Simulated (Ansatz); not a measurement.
# AlRu: the cost of one run

Method: DFT PBEsol, scalar-relativistic, plane waves, PAW, in Ansatz 0.2.0.

**1. The starting structure**

It takes space group Pm-3m (No. 221, cubic). Conventional cell: a = 2.992 Å, b = 2.992 Å, c = 2.992 Å, α = 90.00°, β = 90.00°, γ = 90.00°. Al (site symmetry m-3m) has 8 Ru at 2.59 Å in its first shell of neighbours. Ru (site symmetry m-3m) has 8 Al at 2.59 Å in its first shell of neighbours.

As a file:

```cif
data_structure
_symmetry_space_group_name_H-M 'P 1'
_symmetry_Int_Tables_number 1
_cell_length_a 2.9916
_cell_length_b 2.9916
_cell_length_c 2.9916
_cell_angle_alpha 90.000
_cell_angle_beta 90.000
_cell_angle_gamma 90.000
_cell_volume 26.77
loop_
_atom_site_label
_atom_site_type_symbol
_atom_site_fract_x
_atom_site_fract_y
_atom_site_fract_z
_atom_site_occupancy
Al1 Al 0.00000 0.00000 0.00000 1
Ru1 Ru 0.50000 0.50000 0.50000 1
```

No relaxation comes first: the listed cell is the starting point.

**2. The reference cell**

The reference gives a free energy of -6342.3096 eV, pressure -3.23 GPa, largest force 0.000 eV/Å and gap on the mesh none (metal). It was computed beforehand with the settings of the runs below.

**3. Next: shifting one sublattice**

Every Al atom is moved by x along the Cartesian unit vector (-1.000, 0.000, 0.000); the cell and all other atoms stay fixed. Forces below are components along that vector, summed over the moved atoms.

**4. Point x = -0.300 Å**

The input, input.yaml:

```yaml
crystal:
  lattice:
    - [2.9916, 0.0, 0.0]
    - [0.0, 2.9916, 0.0]
    - [0.0, 0.0, 2.9916]
  atoms:
    - { symbol: Al, position: [0.1002807862, 0.0, 0.0] }
    - { symbol: Ru, position: [0.5, 0.5, 0.5] }
basis:
  ecutwfc: 420
kpoints:
  mp_grid: { grid: [16, 16, 16] }
hamiltonian:
  xc: pbesol
scf:
  occupations: { method: gaussian, width: 0.15 }
output:
  forces: true
  stress: true
  eigenvalues: true
```

Run with:

```sh
> ansatz run input.yaml --threads 1 --pin off --max-ram 2560MiB --backend cpu --events-out ev --progress --plain --runs-dir out
```

Q: Estimate wall time and peak memory on 1 thread of Intel Xeon at 2.50GHz (Skylake/Cascade Lake), shared host.

About 20 s, with a peak of 0.47 GiB.
